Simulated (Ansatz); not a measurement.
# ClF2GaH4: the cost of one run

Method: RKS B3LYP-D4/def2-SVP, in Ansatz 0.2.0.

### Step 1. Starting point

Bond lengths: Ga1–Cl2 2.614 Å, Ga1–H3 1.537 Å, Ga1–H4 1.536 Å, Ga1–F6 2.126 Å. Angles: Cl2–Ga1–H3 107.3°, Cl2–Ga1–H4 108.5°, Cl2–Ga1–F6 90.9°, H3–Ga1–H4 132.0°, H3–Ga1–F6 106.6°, H4–Ga1–F6 103.6°.

Structure file:

```xyz
8

Ga   -1.2782    0.0077   -0.6321
Cl    0.1733   -1.9627    0.2861
H    -1.3246   -0.1322   -2.1623
H    -2.3632    0.3373    0.4042
H     1.2010    0.9826    0.4389
F     0.2714    1.3954   -0.1942
H     1.3966   -0.8457    0.8480
F     1.9237    0.2175    1.0114
```

### Step 2. A restrained relaxation towards end A

Springs on the bonds that form and break draw the guess towards this end; the thresholds are loose.

The input, input.yaml:

```yaml
crystal:
  periodic: [false, false, false]
  atoms:
    - { symbol: Ga, position_ang: [-1.2782, 0.0077, -0.6321] }
    - { symbol: Cl, position_ang: [0.1733, -1.9627, 0.2861] }
    - { symbol: H, position_ang: [-1.3246, -0.1322, -2.1623] }
    - { symbol: H, position_ang: [-2.3632, 0.3373, 0.4042] }
    - { symbol: H, position_ang: [1.201, 0.9826, 0.4389] }
    - { symbol: F, position_ang: [0.2714, 1.3954, -0.1942] }
    - { symbol: H, position_ang: [1.3966, -0.8457, 0.848] }
    - { symbol: F, position_ang: [1.9237, 0.2175, 1.0114] }
basis:
  gaussian: { orbitals: def2-SVP }
hamiltonian:
  xc: b3lyp
  dispersion: d4
relax:
  f_tol: 0.15
  max_steps: 25
  restrain:
    - { distance: [0, 5], at: 3.09, k: 30.0 }
    - { distance: [4, 7], at: 2.18, k: 30.0 }
    - { distance: [6, 1], at: 2.63, k: 30.0 }
    - { distance: [0, 1], at: 2.24, k: 30.0 }
    - { distance: [4, 5], at: 0.88, k: 30.0 }
    - { distance: [6, 7], at: 0.88, k: 30.0 }
```

Launch:

```sh
$ ansatz run input.yaml --threads 2 --pin off --max-ram 3072MiB --backend cpu --events-out ev --progress --plain --runs-dir out
```

What time and memory should one allow on 2 threads of AMD EPYC 9R14 (Zen 4), shared host?

About 14 s, with a peak of 0.24 GiB.
